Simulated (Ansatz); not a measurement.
# TaAs (TaAs, measured cell): the cost of one run

Method: DFT r2SCAN, scalar-relativistic, plane waves, PAW, in Ansatz 0.2.0.

## Step 1: The structure to begin with

Symmetry: I4_1md, No. 109, tetragonal system. The conventional cell has a = 3.436 Å, b = 3.436 Å, c = 11.642 Å, α = 90.00°, β = 90.00°, γ = 90.00°. Ta (site symmetry 2mm) is surrounded by 6 As at 2.60 to 2.61 Å. As (site symmetry 2mm) has 6 Ta at 2.60 to 2.61 Å in its first shell of neighbours.

Coordinates:

```xyz
4
Lattice="-1.7182 1.7182 5.8209 1.7182 -1.7182 5.8209 1.7182 1.7182 -5.8209" Properties=species:S:1:pos:R:3 pbc="T T T"
Ta    0.0000    0.0000    0.0000
Ta    0.0000    1.7182    2.9104
As    0.0000    0.0000    4.8581
As    0.0000    1.7182    7.7685
```

## Step 2: Relaxing the atoms: TaAs (TaAs, measured cell), no spin

Contents of input.yaml:

```yaml
crystal:
  lattice:
    - [-1.71823, 1.71823, 5.82085]
    - [1.71823, -1.71823, 5.82085]
    - [1.71823, 1.71823, -5.82085]
  atoms:
    - { symbol: Ta, position: [0.0, 0.0, 0.0] }
    - { symbol: Ta, position: [0.75, 0.25, 0.5] }
    - { symbol: As, position: [0.4173, 0.4173, 0.0] }
    - { symbol: As, position: [1.1673, 0.6673, 0.5] }
scf:
  occupations: { method: gaussian, width: 0.02 }
output:
  forces: true
  stress: true
  eigenvalues: true
  write_density: true
  write_potential: true
  elf: true
  volumetric_format: npy
hamiltonian:
  xc: r2scan
basis:
  ecutwfc: 460
kpoints:
  mp_grid: { grid: [12, 12, 12] }
relax:
  f_tol: 0.001
  max_steps: 60
```

The run is started by

```
$ ansatz run input.yaml --threads 8 --pin off --max-ram 24576MiB --backend cpu --events-out ev --progress --plain --runs-dir out
```

What time and memory should one allow on 8 threads of Intel Xeon Platinum 8488C (Sapphire Rapids), shared host?

About 29 s, with a peak of 0.96 GiB.
